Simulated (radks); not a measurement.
# Mo³⁺ in [Ar] 3d10 4s2 4p5.5 4d3 5p0.5: an all-electron calculation

An exercise on one series of results from a longer session: the logs are not shown, and one member is left open.

Method: scalar-relativistic Kohn-Sham, SCAN, spin-unpolarised, spherical densities, finite nucleus. Code: radks (a radial shooting solver on a logarithmic mesh, Libxc functionals) version 1.

### The atom as given

```
element            : molybdenum (Z = 42)
charge             : +3
electrons          : 39
configuration      : [Ar] 3d10 4s2 4p5.5 4d3 5p0.5
nuclear rms radius : 4.4091 fm
```

Set-up of the first run:

Settings of this run:

```text
Z 42
configuration [Ar] 3d10 4s2 4p5.5 4d3 5p0.5
relativity scalar-relativistic
functional scan,scan
spin unpolarised
nucleus finite rms 4.4091 fm
c 137.035999084
```

One table of the session follows, with a row left open; its other results are not shown here.

It belongs to the step «Orbitals and density». From the orbitals of this run (lengths in bohr):

```
level      <r>  outermost maximum (interpolated)  90 % within  nodes
   1s  0.03517                            0.0229       0.0630      0
   2s   0.1536                             0.129        0.237      1
   2p   0.1340                             0.104        0.218      0
   3s   0.4276                             0.383        0.631      2
   3p   0.4298                             0.377        0.649      1
   3d   0.4149                             0.323        0.663      0
   4s    1.093                             0.986         1.58      3
   4p        ?                                 ?            ?      ?
   4d    1.563                              1.28         2.40      1
   5p    3.116                              2.85         4.45      3
```

**Question.** Estimate the row for 4p.

As computed: <r>: 1.201; outermost maximum (interpolated): 1.06; 90 % within: 1.77; nodes: 2. In the column «<r>» it lies between 4s (1.093) and 4d (1.563).
